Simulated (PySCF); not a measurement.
# Er2O3 (Er2(O)3): the cost of one run

Computed with PySCF 2.14.0. Level: TPSS, Er lcecp-1-SVP with ECP57, O def2-SVP; scalar-relativistic core potentials, no spin–orbit coupling.

3 further runs of the same task are left out: 2 for a known fault of the program, 1 that didn't finish.

### 1 The system as given

5 atoms, charge 0, spin multiplicity 1.

Bond lengths: Er1–Er2 2.742 Å, Er1–O3 2.066 Å, Er1–O4 2.066 Å, Er1–O5 2.066 Å, Er2–O3 2.066 Å, Er2–O4 2.066 Å, Er2–O5 2.066 Å. Angles: Er2–Er1–O3 48.4°, Er2–Er1–O4 48.4°, Er2–Er1–O5 48.4°, O3–Er1–O4 80.8°, O3–Er1–O5 80.8°, O4–Er1–O5 80.8°, Er1–Er2–O3 48.4°, Er1–Er2–O4 48.4°, Er1–Er2–O5 48.4°, O3–Er2–O4 80.8°, O3–Er2–O5 80.8°, O4–Er2–O5 80.8°, Er1–O3–Er2 83.1°, Er1–O4–Er2 83.1°, Er1–O5–Er2 83.1°.

As a file:

```mol
Er2O3
  3D, bonds by distance, orders not assigned

  5  7  0  0  0  0  0  0  0  0999 V2000
    0.0000   -0.0000    1.3709 Er  0  0
   -0.0000    0.0000   -1.3709 Er  0  0
    1.5461   -0.0000   -0.0000 O   0  0
   -0.7730    1.3389    0.0000 O   0  0
   -0.7730   -1.3389   -0.0000 O   0  0
  1  2  8  0
  1  3  8  0
  1  4  8  0
  1  5  8  0
  2  3  8  0
  2  4  8  0
  2  5  8  0
M  END
```

Formal oxidation states: Er +3. Each metal's 11 4f electrons lie in its core potential, so multiplicities, spins and levels count the valence alone. An earlier session relaxed this geometry at TPSS, Er lcecp-1-SVP with ECP57, O def2-SVP (singlet, point group D3h).

Its energy there is -302.259968 Eh.

### 2 Atoms moved at random, σ = 0.1 Å

File run.py (the lines that set the calculation):

```python
mol = gto.M(atom='''
Er    -0.08845    -0.08185     1.48134
Er     0.12315     0.20098    -1.41954
O      1.45325    -0.06931    -0.04945
O     -0.64562     1.32864     0.04393
O     -0.84233    -1.37846    -0.05629''',
    basis={'Er': 'lcecp-1-SVP', 'O': 'def2-SVP'},
    ecp={'Er': 'lcecp-1-SVP'},
    charge=0, spin=0)
mf = dft.RKS(mol, xc='TPSS')
mf.grids.atom_grid = (50, 194)  # f atoms: unpruned, at least (60, 302)
mf = mf.density_fit()  # fitting sets: Er AutoAux, O def2-universal-JKFIT
mf.conv_tol = 1e-08; mf.max_cycle = 55
mf.kernel(dm0)  # dm0: the density of the relaxed state
```

Launch:

```sh
$ OMP_NUM_THREADS=2 python run.py
```

**Question.** How long does this run take on 2 threads of Arm Neoverse V1, shared host?

About 11 s.
